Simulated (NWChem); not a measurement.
**the pair GeHF···ZnF2, step by step**

We compute the energy (singlet ZnGeHF3, revPBE-D3(BJ)/6-31G*), then the energy (singlet GeHF, revPBE-D3(BJ)/6-31G*), then a single-point energy (singlet ZnF2, revPBE-D3(BJ)/6-31G*), then a single-point energy (singlet GeHF, revPBE-D3(BJ)/6-31G*), then the energy (singlet ZnF2, revPBE-D3(BJ)/6-31G*) of F3GeHZn and its partners. 

Program for the calculation: NWChem 7.3.0.

## Step 1: The structure to begin with

ZnGeHF3 has 6 atoms, charge 0, and is taken as a singlet. The two molecules were placed rigidly side by side, at 1.3 times their contact distance; the pair isn't optimised.

Bond lengths: F1–Ge2 1.757 Å, F4–Zn5 1.732 Å, Zn5–F6 1.732 Å, Ge2–H3 1.609 Å. Angles: F4–Zn5–F6 180.0°, F1–Ge2–H3 94.2°.

## Step 2: A single-point energy at revPBE-D3(BJ)/6-31G(d) (spherical functions) (run 1)

Input file job.nw:

```
start job
memory stack 880 mb heap 220 mb global 1100 mb

geometry units atomic noautosym nocenter noautoz
 F   1.27702022  1.95441145  0.89597585
 Ge -1.23631552  0.40974932 -0.62582060
 H  -0.04068580 -2.36417966 -0.27017414
 F  -6.26686095  2.58051551  6.37166516
 Zn -4.86725420  3.38846791  9.21695020
 F  -3.46859230  4.19728959 12.06249980
end

basis spherical bse
 * library 6-31G*
end

dft
 xc revpbe cpbe96
 disp vdw 4
 grid fine
 convergence energy 1e-08
 iterations 100
 mulliken
 print low
end

task dft energy
```

Command:

```sh
nwchem job.nw > job.out
```

The log of the run:

```text
[...]
 d= 0,ls=0.0,diis     1  -4155.3514082373 -4.62D+03  2.86D-02  1.68D+00     5.9
[...]
 d= 0,ls=0.0,diis    12  -4155.5734982957 -1.81D-09  1.98D-07  7.75D-10    44.1
         Total DFT energy =    -4155.573498295707
      One electron energy =    -6720.049227037624
           Coulomb energy =     2282.524382837961
    Exchange-Corr. energy =     -181.602181148341
 Nuclear repulsion energy =      463.558535932904
    Dispersion correction =       -0.005008880608
[...]
      Total Density - Mulliken Population Analysis
     ---------------------------------------------
    Atom       Charge   Shell Charges
 -----------   ------   -------------------------------------------------------
    1 F    9     9.35   2.00  0.94  3.27  1.03  2.10  0.01
    2 Ge  32    31.60   2.00  2.00  6.00  2.00  5.99  1.61  1.36  0.28  0.24  6.85  2.93  0.34
    3 H    1     1.05   0.49  0.56
    4 F    9     9.45   2.00  0.93  3.27  1.05  2.20  0.01
    5 Zn  30    29.09   2.00  2.00  6.00  2.00  6.00  0.70  0.42  0.02  0.13  6.77  3.05  0.01
    6 F    9     9.45   2.00  0.93  3.27  1.05  2.20  0.01
[...]
```

Wall time 45 s (1 thread of Intel Xeon Platinum 8259CL at 2.50GHz (Skylake/Cascade Lake), shared host); peak memory 0.13 GiB.

## Step 3: GeHF: the energy at revPBE-D3(BJ)/6-31G(d) (spherical functions) (run 2)

Input file fgeh.nw:

```
start fgeh
title "FGeH energy"
memory total 2200 mb

geometry units bohr noautosym nocenter noautoz
   F      1.27702022     1.95441145     0.89597585
   Ge    -1.23631552     0.40974932    -0.62582060
   H     -0.04068580    -2.36417966    -0.27017414
end

basis spherical bse
   * library 6-31G*
end

dft
   xc revpbe cpbe96
   disp vdw 4
   grid fine
   convergence energy 1e-08
   iterations 100
   mulliken
   noprint "final vectors analysis"
end

task dft
```

Command:

```sh
nwchem fgeh.nw > fgeh.out
```

The log of the run:

```text
[...]
          Wavefunction type:  closed shell.
          No. of atoms     :     3
          No. of electrons :    42
[...]
          Charge           :     0
          Spin multiplicity:     1
[...]
          AO basis - number of functions:    48
[...]
              XC Information
              --------------
                        RevPBE Exchange Functional  1.000
            Perdew 1991 LDA Correlation Functional  1.000 local
           PerdewBurkeErnz. Correlation Functional  1.000 non-local
[...]
 d= 0,ls=0.0,diis     1  -2176.8875939008 -2.28D+03  4.63D-02  5.70D-01     1.4
[...]
 d= 0,ls=0.0,diis    11  -2176.9667762138 -5.93D-10  2.69D-07  2.64D-10     9.3
         Total DFT energy =    -2176.966776213773
      One electron energy =    -3231.213882005483
           Coulomb energy =     1044.668431900617
    Exchange-Corr. energy =      -89.631509666496
 Nuclear repulsion energy =       99.212640538894
    Dispersion correction =       -0.002456981306
[...]
      Total Density - Mulliken Population Analysis
     ---------------------------------------------
    Atom       Charge   Shell Charges
 -----------   ------   -------------------------------------------------------
    1 F    9     9.35   2.00  0.94  3.27  1.03  2.10  0.01
    2 Ge  32    31.61   2.00  2.00  6.00  2.00  5.99  1.61  1.37  0.28  0.24  6.85  2.93  0.34
    3 H    1     1.05   0.49  0.56
[...]
```

It took 10 s on 1 thread of Intel Xeon Platinum 8259CL at 2.50GHz (Skylake/Cascade Lake), shared host; peak memory 0.12 GiB.

## Step 4: ZnF2: a single-point energy at revPBE-D3(BJ)/6-31G(d) (spherical functions) (run 3)

Input file f2zn.nw:

```
start f2zn
memory total 2200 mb
charge 0

geometry units angstrom noautosym nocenter noautoz
   F       -3.316280       1.365550       3.371740
   Zn      -2.575640       1.793100       4.877400
   F       -1.835500       2.221110       6.383200
end

basis spherical bse
   * library 6-31G*
end

dft
   xc revpbe cpbe96
   disp vdw 4
   grid fine
   convergence energy 1e-08
   maxiter 100
   mulliken
   print low
end

task dft energy
```

Command:

```sh
nwchem f2zn.nw > f2zn.out
```

The log of the run:

```text
[...]
 d= 0,ls=0.0,diis     1  -1978.4600391426 -2.16D+03  3.67D-02  1.12D+00     2.4
[...]
 d= 0,ls=0.0,diis    10  -1978.6049542470 -1.03D-10  9.37D-08  1.03D-10    14.0
         Total DFT energy =    -1978.604954246985
      One electron energy =    -3114.977996421983
           Coulomb energy =     1050.942383915371
    Exchange-Corr. energy =      -91.969459516494
 Nuclear repulsion energy =      177.402155177356
    Dispersion correction =       -0.002037401234
[...]
      Total Density - Mulliken Population Analysis
     ---------------------------------------------
    Atom       Charge   Shell Charges
 -----------   ------   -------------------------------------------------------
    1 F    9     9.45   2.00  0.93  3.27  1.05  2.20  0.01
    2 Zn  30    29.10   2.00  2.00  6.00  2.00  6.00  0.70  0.42  0.02  0.13  6.77  3.05  0.01
    3 F    9     9.45   2.00  0.93  3.27  1.05  2.20  0.01
[...]
```

Wall time 15 s (1 thread of Intel Xeon Platinum 8259CL at 2.50GHz (Skylake/Cascade Lake), shared host); peak memory 0.12 GiB.

## Step 5: GeHF among ghost functions: the energy at revPBE-D3(BJ)/6-31G(d) (spherical functions, with ghost functions) (run 4)

Input file fgeh.nw:

```
start fgeh
memory total 2200 mb

geometry noautosym nocenter noautoz
F     0.675770    1.034230    0.474130
Ge   -0.654230    0.216830   -0.331170
H    -0.021530   -1.251070   -0.142970
bqF     -3.316280     1.365550     3.371740
bqZn    -2.575640     1.793100     4.877400
bqF     -1.835500     2.221110     6.383200
end

basis spherical bse
F library 6-31G*
Ge library 6-31G*
H library 6-31G*
bqF library F 6-31G*
bqZn library Zn 6-31G*
end

dft
xc revpbe cpbe96
disp vdw 4
grid fine
convergence energy 1e-08
iterations 100
mulliken
noprint "final vectors analysis"
end

task dft energy
```

Command:

```sh
nwchem fgeh.nw > fgeh.out
```

The log of the run:

```text
[...]
          Wavefunction type:  closed shell.
          No. of atoms     :     6
          No. of electrons :    42
[...]
          Charge           :     0
          Spin multiplicity:     1
[...]
          AO basis - number of functions:   110
[...]
              XC Information
              --------------
                        RevPBE Exchange Functional  1.000
            Perdew 1991 LDA Correlation Functional  1.000 local
           PerdewBurkeErnz. Correlation Functional  1.000 non-local
[...]
 d= 0,ls=0.0,diis     1  -2176.8876689433 -2.28D+03  2.02D-02  5.70D-01     4.2
[...]
 d= 0,ls=0.0,diis    11  -2176.9668647681 -5.61D-10  1.17D-07  2.63D-10    35.3
         Total DFT energy =    -2176.966864768091
      One electron energy =    -3231.211864458907
           Coulomb energy =     1044.666176536442
    Exchange-Corr. energy =      -89.631367407964
 Nuclear repulsion energy =       99.212647543663
    Dispersion correction =       -0.002456981325
[...]
      Total Density - Mulliken Population Analysis
     ---------------------------------------------
    Atom       Charge   Shell Charges
 -----------   ------   -------------------------------------------------------
    1 F    9     9.35   2.00  0.94  3.27  1.03  2.10  0.01
    2 Ge  32    31.61   2.00  2.00  6.00  2.00  5.99  1.61  1.37  0.28  0.24  6.85  2.93  0.34
    3 H    1     1.05   0.49  0.56
    4 X    0    -0.00   0.00  0.00  0.00 -0.00 -0.00 -0.00
    5 X    0     0.00  -0.00 -0.00 -0.00 -0.00  0.00 -0.00 -0.00  0.00  0.00 -0.00 -0.00 -0.00
    6 X    0    -0.00   0.00  0.00  0.00 -0.00 -0.00 -0.00
[...]
```

Run time: 36 s. Hardware: 1 thread of Intel Xeon Platinum 8259CL at 2.50GHz (Skylake/Cascade Lake), shared host; peak memory 0.13 GiB.

## Step 6: ZnF2 among ghost functions: the energy at revPBE-D3(BJ)/6-31G(d) (spherical functions, with ghost functions) (run 5)

Input file f2zn.nw:

```
start f2zn
title "F2Zn"
memory stack 880 mb heap 220 mb global 1100 mb
charge 0

geometry units au noautosym nocenter noautoz
 F  -6.26686095  2.58051551  6.37166516
 Zn -4.86725420  3.38846791  9.21695020
 F  -3.46859230  4.19728959 12.06249980
 bqF      1.277020     1.954411     0.895976
 bqGe    -1.236316     0.409749    -0.625821
 bqH     -0.040686    -2.364180    -0.270174
end

basis spherical bse
 F library 6-31G*
 Zn library 6-31G*
 bqF library F 6-31G*
 bqGe library Ge 6-31G*
 bqH library H 6-31G*
end

dft
 xc revpbe cpbe96
 disp vdw 4
 grid fine
 convergence energy 1e-08
 maxiter 100
 mulliken
 print low
end

task dft energy
```

Command:

```sh
nwchem f2zn.nw > f2zn.out
```

The log of the run:

```text
[...]
 d= 0,ls=0.0,diis     1  -1978.4603783862 -2.16D+03  2.07D-02  1.12D+00     4.5
[...]
 d= 0,ls=0.0,diis    10  -1978.6053000057 -3.32D-11  5.73D-08  1.85D-10    33.9
         Total DFT energy =    -1978.605300005709
      One electron energy =    -3114.967334895307
           Coulomb energy =     1050.930818125357
    Exchange-Corr. energy =      -91.968888159645
 Nuclear repulsion energy =      177.402142325066
    Dispersion correction =       -0.002037401180
[...]
      Total Density - Mulliken Population Analysis
     ---------------------------------------------
    Atom       Charge   Shell Charges
 -----------   ------   -------------------------------------------------------
    1 F    9     9.45   2.00  0.93  3.27  1.05  2.20  0.01
    2 Zn  30    29.10   2.00  2.00  6.00  2.00  6.00  0.70  0.42  0.02  0.13  6.77  3.05  0.01
    3 F    9     9.45   2.00  0.93  3.27  1.05  2.20  0.01
    4 X    0    -0.00   0.00  0.00  0.00 -0.00 -0.00 -0.00
    5 X    0     0.00  -0.00  0.00 -0.00  0.00 -0.00 -0.00 -0.00  0.00  0.00 -0.00 -0.00 -0.00
    6 X    0    -0.00  -0.00 -0.00
[...]
```

It took 35 s on 1 thread of Intel Xeon Platinum 8259CL at 2.50GHz (Skylake/Cascade Lake), shared host; peak memory 0.13 GiB.

## Step 7: Summary of results

| quantity | value |
| --- | --- |
| run 1, revPBE-D3(BJ)/6-31G*: total energy | -4155.57350 Eh |
| run 1, revPBE-D3(BJ)/6-31G*: dispersion energy | -13.15 kJ/mol |
| GeHF: total energy | -2176.96678 Eh |
| GeHF: dipole moment | 1.40 D |
| GeHF: dispersion energy | -6.45 kJ/mol |
| ZnF2: total energy | -1978.60495 Eh |
| ZnF2: dispersion energy | -5.35 kJ/mol |
| GeHF among ghost functions: total energy | -2176.96686 Eh |
| GeHF among ghost functions: dipole moment | 1.40 D |
| GeHF among ghost functions: dispersion energy | -6.45 kJ/mol |
| ZnF2 among ghost functions: total energy | -1978.60530 Eh |
| ZnF2 among ghost functions: dispersion energy | -5.35 kJ/mol |
| interaction energy of the rigid parts GeHF and ZnF2 (parts in their own basis; closest atoms 4.70 Å apart) | -0.048 eV |
| interaction energy of the rigid parts GeHF and ZnF2 (parts in the whole basis, counterpoise; closest atoms 4.70 Å apart) | -0.036 eV |

The interaction energy of the rigid parts GeHF and ZnF2 (parts in their own basis; closest atoms 4.70 Å apart) is −0.05 eV (−4.6 kJ/mol): the parts attract. Without counterpoise this holds the superposition error of the basis. The interaction energy of the rigid parts GeHF and ZnF2 (parts in the whole basis, counterpoise; closest atoms 4.70 Å apart) is −0.04 eV (−0.8 kcal/mol): the parts attract. The basis-set superposition error is 1.1 kJ/mol. Mulliken charges (run 1, revPBE-D3(BJ)/6-31G*) run from -0.45 on F4 to +0.91 on Zn5; they depend strongly on the basis. Mulliken charges (ZnF2) run from -0.45 on F1 to +0.90 on Zn2.
